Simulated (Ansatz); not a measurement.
# C6H11F: a ladder of functionals and wavefunction methods

The task here is to estimate one member of a computed series from the others.

Method: functionals in def2-TZVPP, the program's frozen cores in correlated methods; program: Ansatz 0.2.0, Gaussian basis.

Levels to be run: LDA (SPW92), PBE-D4, revPBE-D4, BLYP-D4, r2SCAN-D4, B97M-V, PBE0-D4, B3LYP-D4, r2SCANh-D4, r2SCAN0-D4, HSE06-D4, BHLYP-D4, CAM-B3LYP-D4, LC-ωPBE, ωB97X-V, ωB97M-V, B2PLYP, PBE-QIDH; CCSD(T)/def2-SVP; CCSD(T)/def2-TZVPP; MP2/def2-QZVPP; extrapolation to the limit; RPA on PBE.

### Structure used throughout

The geometry comes from an earlier relaxation with PBE0-D4 in a triple-zeta def2 set; it is a stationary point, not always the lowest conformer.

SMILES `FC1CCCCC1`, 18 atoms, charge 0, spin multiplicity 1.

Atoms are counted from 1 here; the program's logs count them from 0.

Bond lengths: F1–C2 1.399 Å, C2–C3 1.514 Å, C2–C7 1.514 Å, C2–H8 1.095 Å, C3–C4 1.523 Å, C3–H9 1.097 Å, C3–H10 1.093 Å, C4–C5 1.523 Å, C4–H11 1.095 Å, C4–H12 1.094 Å, C5–C6 1.523 Å, C5–H13 1.098 Å, C5–H14 1.094 Å, C6–C7 1.523 Å, C6–H15 1.095 Å, C6–H16 1.094 Å, C7–H17 1.093 Å, C7–H18 1.097 Å. Angles: F1–C2–C3 108.5°, F1–C2–C7 108.5°, F1–C2–H8 106.0°, C3–C2–C7 112.6°, C3–C2–H8 110.5°, C7–C2–H8 110.5°, C2–C3–C4 111.9°, C2–C3–H9 107.7°, C2–C3–H10 109.1°, C4–C3–H9 109.9°, C4–C3–H10 111.1°, H9–C3–H10 106.9°, C3–C4–C5 111.3°, C3–C4–H11 109.0°, C3–C4–H12 109.8°, C5–C4–H11 109.3°, C5–C4–H12 110.6°, H11–C4–H12 106.7° and more.

Set-up of the first run:

Contents of in.yaml:

```yaml
crystal:
  periodic: [false, false, false]
  atoms:
    - {symbol: F, position_ang: [-2.175798, 0.166510, -0.408501]}
    - {symbol: C, position_ang: [-1.294309, 0.027159, 0.668867]}
    - {symbol: C, position_ang: [-0.535182, -1.272326, 0.502187]}
    - {symbol: C, position_ang: [0.406082, -1.231545, -0.694358]}
    - {symbol: C, position_ang: [1.343712, -0.034166, -0.618644]}
    - {symbol: C, position_ang: [0.560236, 1.265864, -0.497461]}
    - {symbol: C, position_ang: [-0.380472, 1.234083, 0.699793]}
    - {symbol: H, position_ang: [-1.918928, -0.005174, 1.567999]}
    - {symbol: H, position_ang: [0.036398, -1.444344, 1.422060]}
    - {symbol: H, position_ang: [-1.250212, -2.094663, 0.412970]}
    - {symbol: H, position_ang: [-0.186673, -1.170193, -1.613095]}
    - {symbol: H, position_ang: [0.975744, -2.163359, -0.749935]}
    - {symbol: H, position_ang: [2.003910, -0.143541, 0.251770]}
    - {symbol: H, position_ang: [1.991929, -0.004758, -1.499157]}
    - {symbol: H, position_ang: [-0.026693, 1.421609, -1.408757]}
    - {symbol: H, position_ang: [1.240027, 2.118229, -0.412374]}
    - {symbol: H, position_ang: [-0.988738, 2.141418, 0.746945]}
    - {symbol: H, position_ang: [0.198956, 1.189218, 1.629691]}
basis:
  gaussian: {orbitals: def2-TZVPP}
hamiltonian: {xc: lda}
output: {orbitals: {seedname: orbitals}}
```

Started as:

```console
$ ansatz run in.yaml --threads 2 --pin off --events-out ev --progress --plain --max-ram 32768MiB --backend cuda --devices 0, --max-vram 18GiB
```

Among the steps run: LDA; PBE-D4 (GGA); revPBE-D4 (GGA); BLYP-D4 (GGA); r2SCAN-D4 (meta-GGA); B97M-V (meta-GGA); B3LYP-D4 (hybrid); r2SCANh-D4 (hybrid); r2SCAN0-D4 (hybrid); HSE06-D4 (hybrid); BHLYP-D4 (hybrid); CAM-B3LYP-D4 (range-separated); LC-ωPBE (range-separated); ωB97X-V (range-separated); ωB97M-V (range-separated); B2PLYP (double hybrid); PBE-QIDH (double hybrid).

One of the session's tables, all rows but one given; the rest of the session is left out.

It belongs to the step «Orbital energies across the functionals». 

```
  functional  HOMO (eV)  LUMO (eV)  gap (eV)
 LDA (SPW92)      -7.13       0.09      7.22
      PBE-D4      -7.03       0.24      7.27
   revPBE-D4      -6.97       0.31      7.29
     BLYP-D4      -6.97       0.23      7.20
   r2SCAN-D4      -7.31       0.96      8.27
      B97M-V      -7.49       0.37      7.86
     PBE0-D4      -8.45       1.04      9.49
    B3LYP-D4      -8.27       0.71      8.98
  r2SCANh-D4      -7.84       1.20      9.04
  r2SCAN0-D4      -8.63       1.53     10.16
    HSE06-D4      -8.05       0.67      8.72
    BHLYP-D4      -9.82       1.64     11.47
CAM-B3LYP-D4          ?          ?         ?
     LC-ωPBE     -11.19       3.09     14.28
     ωB97X-V     -10.86       2.88     13.74
     ωB97M-V     -10.75       2.46     13.21
```

Estimate the missing values for CAM-B3LYP-D4.

As computed: HOMO (eV): -9.89; LUMO (eV): 1.80; gap (eV): 11.69. In the column «HOMO (eV)» it lies between ωB97M-V (-10.75) and BHLYP-D4 (-9.82).
